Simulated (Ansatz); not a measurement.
**Al: a trigonal deformation path**

An exercise on one series of results from a longer session: the logs are not shown, and one member is left open.

Program: Ansatz 0.2.0. Level of theory: DFT PBEsol, scalar-relativistic, plane waves, PAW. These are calculated values, not measurements.

## The system as given

Symmetry: Im-3m, No. 229, cubic system. Conventional cell: a = 3.182 Å, b = 3.182 Å, c = 3.182 Å, α = 90.00°, β = 90.00°, γ = 90.00°. Around Al (site symmetry m-3m) lie 8 Al at 2.76 Å.

Structure file:

```cif
data_structure
_symmetry_space_group_name_H-M 'Im-3m'
_symmetry_Int_Tables_number 229
_cell_length_a 3.1824
_cell_length_b 3.1824
_cell_length_c 3.1824
_cell_angle_alpha 90.000
_cell_angle_beta 90.000
_cell_angle_gamma 90.000
_cell_volume 32.23
loop_
_atom_site_label
_atom_site_type_symbol
_atom_site_symmetry_multiplicity
_atom_site_Wyckoff_symbol
_atom_site_fract_x
_atom_site_fract_y
_atom_site_fract_z
_atom_site_occupancy
Al1 Al 2 a 0.00000 0.00000 0.00000 1
```

It goes back to an entry of the Materials Project, which need not be the stable form.

The cell is taken as given, not relaxed at this level.

## Zero of energy

Reference values: F = -524.4497 eV; pressure 2.21 GPa; largest force 0.000 eV/Å; gap on the mesh none (metal). It was computed beforehand with the settings of the runs below.

Set-up of the first run:

At fixed volume and fractional coordinates, lengths along (0.577, 0.577, 0.577) are scaled against those across it; ρ is that ratio over its starting value.

Contents of input.yaml:

```yaml
crystal:
  lattice:
    - [-2.3389449096, 1.6706749354, 1.6706749354]
    - [1.6706749354, -2.3389449096, 1.6706749354]
    - [1.6706749354, 1.6706749354, -2.3389449096]
  atoms:
    - { symbol: Al, position: [0.0, 0.0, 0.0] }
basis:
  ecutwfc: 420
kpoints:
  mp_grid: { grid: [24, 24, 24] }
hamiltonian:
  xc: pbesol
scf:
  occupations: { method: gaussian, width: 0.15 }
output:
  forces: true
  stress: true
  eigenvalues: true
```

The run is started by

```bash
$ ansatz run input.yaml --threads 1 --pin off --max-ram 2560MiB --backend cpu --events-out ev --progress --plain --runs-dir out
```

Steps of the session up to this table: Point ρ = 0.500; At ρ = 2.000; At ρ = 0.710; At ρ = 1.410; At ρ = 0.600; ρ = 0.850; Point ρ = 1.200; ρ = 1.700; Point ρ = 0.930; Point ρ = 1.080.

One table of the session follows, with a row left open; its other results are not shown here.

The scan, with free energies counted from the undisturbed cell:

| ρ | ΔE (meV/atom) | pressure (GPa) |
| --- | --- | --- |
| 0.500 | 5541.0 | 102.6 |
| 0.600 | 2207.3 | 54.4 |
| 0.710 | ? | ? |
| 0.850 | 119.3 | 6.0 |
| 0.930 | 19.7 | 2.9 |
| 1.000 | 0.0 | 2.2 |
| 1.080 | 17.6 | 2.8 |
| 1.200 | 88.7 | 5.7 |
| 1.410 | 248.4 | 11.5 |
| 1.700 | 411.7 | 16.8 |
| 2.000 | 478.0 | 18.8 |

Q: Estimate the row for ρ = 0.710 from the others.

Worked estimate for «ΔE (meV/atom)». A straight line through the neighbours (0.600, 2207.3) and (0.850, 119.3) gives 2207.3 + (119.3 − 2207.3) × (0.710 − 0.600) / (0.850 − 0.600) = 1288.6; a parabola fitted to 4 rows on both sides gives 518.0.

**Answer.** ΔE (meV/atom): 742.1; pressure (GPa): 23.1. In «ΔE (meV/atom)» the line misses by +546.5 and the parabola by -224.1.
